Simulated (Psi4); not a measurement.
# GaClF (SMILES [F][Ga][Cl]) at UTPSSh/cc-pVTZ

Aim: the energy change on altering one bond length of GaClF at UTPSSh/cc-pVTZ, from 2 runs. 

Program for the calculation: Psi4 1.11.

2 further runs of the same task are left out: 2 set aside as unsound or not needed.

### 1 The system as given

GaClF: 3 atoms, total charge 0, spin state doublet. SMILES: `[F][Ga][Cl]`. The shape is that of a PBE0-D4/def2-TZVP optimisation.

Bond lengths: F1–Ga2 1.758 Å, Ga2–Cl3 2.157 Å. Angles: F1–Ga2–Cl3 117.7°.

### 2 The energy at UTPSSh/cc-pVTZ

Contents of job.dat:

```
memory 1600 MB

molecule m {
  0 2
  F
  Ga 1 r2
  Cl 2 r3 1 a3

  r2 = 1.757683
  r3 = 2.157468
  a3 = 117.67871
  symmetry c1
  no_reorient
  no_com
}

set reference uks
set puream true
set e_convergence 1e-09
set d_convergence 1e-08
set scf_type pk
set dft_radial_points 99
set dft_spherical_points 590
set maxiter 100

e, wfn = energy('tpssh/cc-pVTZ', return_wfn=True)
print_variables()
```

The run is started by

```bash
$ psi4 -i job.dat -o job.out -n 1
```

job.out:

```text
[...]
  Running in c1 symmetry.
[...]
  Nuclear repulsion =  237.378647289446292
[...]
  Multiplicity = 2
[...]
  Nalpha       = 29
  Nbeta        = 28
[...]
    Number of basis functions: 107
[...]
   @UKS iter   1: -2483.55291548837522   -1.99269e+00   1.93267e-02 ADIIS/DIIS
[...]
   @UKS iter  15: -2485.04717130031122    1.36424e-12   3.72740e-09 DIIS
[...]
   @S^2 Observed:                7.528218694E-01
[...]
    Orbital Energies [Eh]
    ---------------------
    Alpha Occupied:
       1A   -372.355395     2A   -101.407681     3A    -45.789466
       4A    -40.514353     5A    -40.512383     6A    -40.510852
       7A    -24.573139     8A     -9.387437     9A     -7.135149
      10A     -7.128496    11A     -7.127962    12A     -5.492280
      13A     -3.774554    14A     -3.768812    15A     -3.765022
      16A     -1.125694    17A     -0.851142    18A     -0.838842
      19A     -0.836711    20A     -0.836709    21A     -0.829922
      22A     -0.787225    23A     -0.467074    24A     -0.397866
      25A     -0.379057    26A     -0.375654    27A     -0.326929
      28A     -0.323785    29A     -0.249430
    Alpha Virtual:
[...]
  @UKS Final Energy: -2485.04717130031122
   => Energetics <=
    Nuclear Repulsion Energy =            237.3786472894462918
    One-Electron Energy =               -3931.7813694770884467
    Two-Electron Energy =                1312.0411810010843965
    DFT Exchange-Correlation Energy =    -102.6856301137530068
    Empirical Dispersion Energy =           0.0000000000000000
    VV10 Nonlocal Energy =                  0.0000000000000000
    Total Energy =                      -2485.0471713003107652
[...]
 Multipole Moments:
 ------------------------------------------------------------------------------------
     Multipole            Electronic (a.u.)      Nuclear  (a.u.)        Total (a.u.)
 ------------------------------------------------------------------------------------
 L = 1.  Multiply by 2.5417464519 to convert [e a0] to [Debye]
 Dipole X            :         -3.4180572            2.8190227           -0.5990346
 Dipole Y            :          0.3576862           -0.8536229           -0.4959367
 Dipole Z            :         -0.0000000            0.0000000           -0.0000000
 Magnitude           :                                                    0.7776861
[...]
```

Wall time 1.8 min (1 thread of Intel Xeon Platinum 8259CL at 2.50GHz (Skylake/Cascade Lake), shared host); peak memory 1.4 GiB.

### 3 The distorted shape: energy and forces at UTPSSh/cc-pVTZ

Contents of input.json:

```json
{
  "schema_name": "qcschema_input",
  "schema_version": 1,
  "molecule": {
    "schema_name": "qcschema_molecule",
    "schema_version": 2,
    "symbols": ["F", "Ga", "Cl"],
    "geometry": [-3.10707825, 0.45892377, -1.67209204, 0.12547781, 1.22756609, 0.21202727, 2.53960294, -1.9091903, 1.18920465],
    "molecular_charge": 0,
    "molecular_multiplicity": 2,
    "fix_symmetry": "c1",
    "fix_com": true,
    "fix_orientation": true
  },
  "driver": "gradient",
  "model": {
    "method": "tpssh",
    "basis": "cc-pVTZ"
  },
  "keywords": {
    "reference": "uks",
    "puream": true,
    "e_convergence": 1e-09,
    "d_convergence": 1e-08,
    "scf_type": "pk",
    "dft_radial_points": 99,
    "dft_spherical_points": 590,
    "maxiter": 100,
    "scf_properties": ["WIBERG_LOWDIN_INDICES", "MAYER_INDICES", "DIPOLE"]
  }
}
```

The run is started by

```bash
$ psi4 --qcschema input.json -n 1 --memory 1600MB
```

stdout:

```text
[...]
  Running in c1 symmetry.
[...]
  Nuclear repulsion =  224.940798713621689
[...]
  Multiplicity = 2
[...]
  Nalpha       = 29
  Nbeta        = 28
[...]
    Number of basis functions: 107
[...]
   @UKS iter   1: -2483.51561580293037   -2.16194e+00   1.91505e-02 DIIS/ADIIS
[...]
   @UKS iter  16: -2485.02937528433813    0.00000e+00   5.08901e-09 DIIS
[...]
   @S^2 Observed:                7.540348565E-01
[...]
    Orbital Energies [Eh]
    ---------------------
    Alpha Occupied:
       1A   -372.373955     2A   -101.419127     3A    -45.806742
       4A    -40.531365     5A    -40.529740     6A    -40.528816
       7A    -24.543964     8A     -9.398660     9A     -7.146518
      10A     -7.139643    11A     -7.139185    12A     -5.506765
      13A     -3.788326    14A     -3.783150    15A     -3.779762
      16A     -1.071500    17A     -0.863630    18A     -0.852175
      19A     -0.850485    20A     -0.849542    21A     -0.844815
      22A     -0.798104    23A     -0.453531    24A     -0.383018
      25A     -0.342661    26A     -0.342148    27A     -0.330709
      28A     -0.327275    29A     -0.265809
    Alpha Virtual:
[...]
  @UKS Final Energy: -2485.02937528433813
   => Energetics <=
    Nuclear Repulsion Energy =            224.9407987136216889
    One-Electron Energy =               -3906.6970737372867006
    Two-Electron Energy =                1299.3553764241573845
    DFT Exchange-Correlation Energy =    -102.6284766848309573
    Empirical Dispersion Energy =           0.0000000000000000
    VV10 Nonlocal Energy =                  0.0000000000000000
    Total Energy =                      -2485.0293752843381299
[...]
 Multipole Moments:
 ------------------------------------------------------------------------------------
     Multipole            Electronic (a.u.)      Nuclear  (a.u.)        Total (a.u.)
 ------------------------------------------------------------------------------------
 L = 1.  Multiply by 2.5417464519 to convert [e a0] to [Debye]
 Dipole X            :        -18.3930752           19.0993578            0.7062826
 Dipole Y            :         -9.0042702            9.7286276            0.7243574
 Dipole Z            :        -11.2643704           11.7404961            0.4761257
 Magnitude           :                                                    1.1181344
[...]
  -Total Gradient:
     Atom            X                  Y                   Z
    ------   -----------------  -----------------  -----------------
       1       -0.049154976778    -0.012028913544    -0.028689822626
       2        0.050086576845     0.011178251757     0.029108595423
       3       -0.000965118994     0.000822508049    -0.000440647913
[...]
```

The result, in JSON:

```text
{
 "driver": "gradient",
 "model": {
  "method": "tpssh",
  "basis": "cc-pVTZ"
 },
 "success": true,
 "return_result": [-0.04915497677809366, -0.012028913543600462, -0.028689822625735176, 0.050086576845117935, 0.011178251757205798, 0.02910859542252389, -0.000965118993643016, 0.0008225080492223757, -0.0004406479134045002],
 "properties": {
  "calcinfo_nbasis": 107,
  "calcinfo_nmo": 107,
  "calcinfo_nalpha": 29,
  "calcinfo_nbeta": 28,
  "calcinfo_natom": 3,
  "nuclear_repulsion_energy": 224.9407987136217,
  "return_energy": -2485.029375284338,
  "return_gradient": [-0.04915497677809366, -0.012028913543600462, -0.028689822625735176, 0.050086576845117935, 0.011178251757205798, 0.02910859542252389, -0.000965118993643016, 0.0008225080492223757, -0.0004406479134045002],
  "scf_one_electron_energy": -3906.6970737372867,
  "scf_two_electron_energy": 1299.3553764241574,
  "scf_xc_energy": -102.62847668483096,
  "scf_dipole_moment": [0.7062826259815367, 0.7243574352547117, 0.4761256555629281],
  "scf_total_energy": -2485.029375284338,
  "scf_total_gradient": [-0.04915497677809366, -0.012028913543600462, -0.028689822625735176, 0.050086576845117935, 0.011178251757205798, 0.02910859542252389, -0.000965118993643016, 0.0008225080492223757, -0.0004406479134045002],
  "scf_iterations": 16
 }
}
```

Run time: 5.4 min. Hardware: 1 thread of Intel Xeon Platinum 8259CL at 2.50GHz (Skylake/Cascade Lake), shared host; peak memory 1.4 GiB.

### 4 What came out

Level: UTPSSh/cc-pVTZ.

```
                                                          quantity           value
                                         first shape: total energy  -2485.04717 Eh
                                        first shape: dipole moment          1.98 D
                   first shape: HOMO energy (highest over α and β)        -6.79 eV
                    first shape: LUMO energy (lowest over α and β)        -4.61 eV
                                                 first shape: ⟨S²⟩           0.753
                                     distorted shape: total energy  -2485.02938 Eh
                                    distorted shape: dipole moment          2.84 D
               distorted shape: HOMO energy (highest over α and β)        -7.23 eV
                distorted shape: LUMO energy (lowest over α and β)        -5.11 eV
                                             distorted shape: ⟨S²⟩           0.754
                         distorted shape: largest force on an atom      3.034 eV/Å
energy change with the F1–Ga2 bond stretched from 1.758 to 2.021 Å        0.484 eV
```

What this shows: With the F1–Ga2 bond stretched from 1.758 to 2.021 Å the energy rises by 0.48 eV (46.7 kJ/mol). The first shape isn't relaxed at this level, so the change isn't measured from a minimum.
